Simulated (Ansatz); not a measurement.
# HfH₂ (singlet): wave-function methods side by side at angle H2–Hf1–H3 = 107.0°, def2-SVP

One table from this session's results is given with a row withheld; the runs are named, their logs left out.

Program: Ansatz 0.2.0, Gaussian basis. Level of theory: def2-SVP, core rule «outside noble gas», up to 4 orbitals frozen. These are calculated values, not measurements.

The runs, in order: UHF; CCSD(T) on RHF; CCSD(T) on UHF; CISD; CCSDT(Q) on RHF; CCSDT(Q) on UHF; CASSCF and MRCISD+Q, 2 electrons in 2 orbitals; CASSCF and NEVPT2, 2 electrons in 2 orbitals; Full CI.

19 further runs of the same task are left out: 14 for a known fault of the program, 4 that didn't finish, 1 set aside as unsound or not needed.

### The system

The geometry derives from a PBE0/def2-TZVP stationary point (not a proven minimum). One angle is set to the value named; bond lengths are kept. No spin-orbit coupling is included. Elements past krypton take def2 core potentials.

3 atoms, charge 0, spin multiplicity 1.

Atoms are counted from 1 here; the program's logs count them from 0.

Bond lengths: Hf1–H2 1.912 Å, Hf1–H3 1.912 Å. Angles: H2–Hf1–H3 107.0°.

Set-up of the first run:

Contents of in.yaml:

```yaml
crystal:
  periodic: [false, false, false]
  atoms:
    - {symbol: Hf, position_ang: [-0.012700, 0.000000, 0.000000]}
    - {symbol: H, position_ang: [1.124482, 0.000000, -1.536814]}
    - {symbol: H, position_ang: [1.124482, 0.000000, 1.536814]}
basis:
  gaussian: {orbitals: def2-SVP}
magnetization: {spin_polarized: true, initial_magnetization: 0}
hamiltonian: {xc: hf}
output: {orbitals: {seedname: orbitals}}
```

The run is started by

```
$ ansatz run in.yaml --threads 1 --pin off --events-out ev --progress --plain --max-ram 2393MiB
```

Steps of the session up to this table: UHF; CCSD(T) on RHF; CCSD(T) on UHF; CISD; CCSDT(Q) on RHF; CCSDT(Q) on UHF; CASSCF and MRCISD+Q, 2 electrons in 2 orbitals; CASSCF and NEVPT2, 2 electrons in 2 orbitals; Full CI.

One of the session's tables, all rows but one given; the rest of the session is left out.

| method | from FCI (kcal/mol) |
| --- | --- |
| RHF | +71.34 |
| UHF | +60.49 |
| RMP2 | +21.01 |
| UMP2 | +18.05 |
| CISD | +7.75 |
| RCCSD | +3.01 |
| UCCSD | +3.19 |
| RCCSD(T) | +0.80 |
| UCCSD(T) | ? |
| RCCSDT | +0.07 |
| UCCSDT | +0.82 |
| RCCSDT(Q) | -0.01 |
| UCCSDT(Q) | +0.72 |
| CASSCF pair | +60.41 |
| NEVPT2 pair | +18.35 |
| MRCISD pair | +5.68 |
| MRCISD+Q pair | +0.88 |
| FCI | 0 |

**Question.** Estimate the row for UCCSD(T).

As computed: from FCI (kcal/mol): +1.63. In the column «from FCI (kcal/mol)» it lies between MRCISD+Q pair (+0.88) and RCCSD (+3.01).

Among the levels timed on like hardware and quicker than the yardstick, those that no quicker one beats, quickest first: NEVPT2 pair (0.63 s, +18.35 kcal/mol); MRCISD+Q pair (0.75 s, +0.88 kcal/mol); RCCSD(T) (0.87 s, +0.80 kcal/mol); RCCSDT(Q) (3 s, -0.01 kcal/mol).

Limits of these values: The determinant is far from a pure spin state, so its energy mixes those of several spin states (harmless only where they are near-degenerate, as at dissociation). The yardstick is full CI for this spin, exact in this basis with these frozen cores. Of the multireference levels listed MRCISD+Q pair comes nearest in total energy (+0.88 kcal/mol), which doesn't show that its space is the better one. Restricted and unrestricted rows rest on different reference determinants; where their highest levels disagree by more than a few hundredths of an eV, they describe different states and don't form one ladder.
